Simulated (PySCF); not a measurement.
# C2H5BrO (2-Bromoethanol): the cost of one run

Programs: PySCF 2.14.0, with routines of our own; each step states its level. All values are computed. Atoms count from 0.

### 1 The system as given

9 atoms, charge 0, multiplicity 1; geometry from: GFN2-xTB.

### 2 Geometry optimisation at PBE0-D3(BJ)/def2-SVP

What the job is given:

```
{"job": {"xc": "PBE0", "basis": "def2-SVP", "d3": "d3bj", "grid": 1, "maxiter": 30, "shake": 0.01, "kind": "geom"}, "charge": 0, "multiplicity": 1}
O     -1.568050     0.106760    -0.122080
C     -0.386440    -0.542670    -0.340490
C      0.748030     0.036160     0.471090
Br     1.211840     1.858070    -0.123700
H     -1.486270     1.051250    -0.397080
H     -0.554800    -1.566540    -0.022640
H     -0.099890    -0.542520    -1.404250
H      1.693780    -0.539880     0.353580
H      0.499610     0.122210     1.551840
```

Launch:

```sh
OMP_NUM_THREADS=1 python heavy_run.py task.json out
```

The driver reads the jobs from task.json and runs them one after another.

Q: Estimate the wall time and peak memory of this first job on 1 thread of Arm Neoverse N1, shared host.

About 38 s, with a peak of 0.41 GiB.
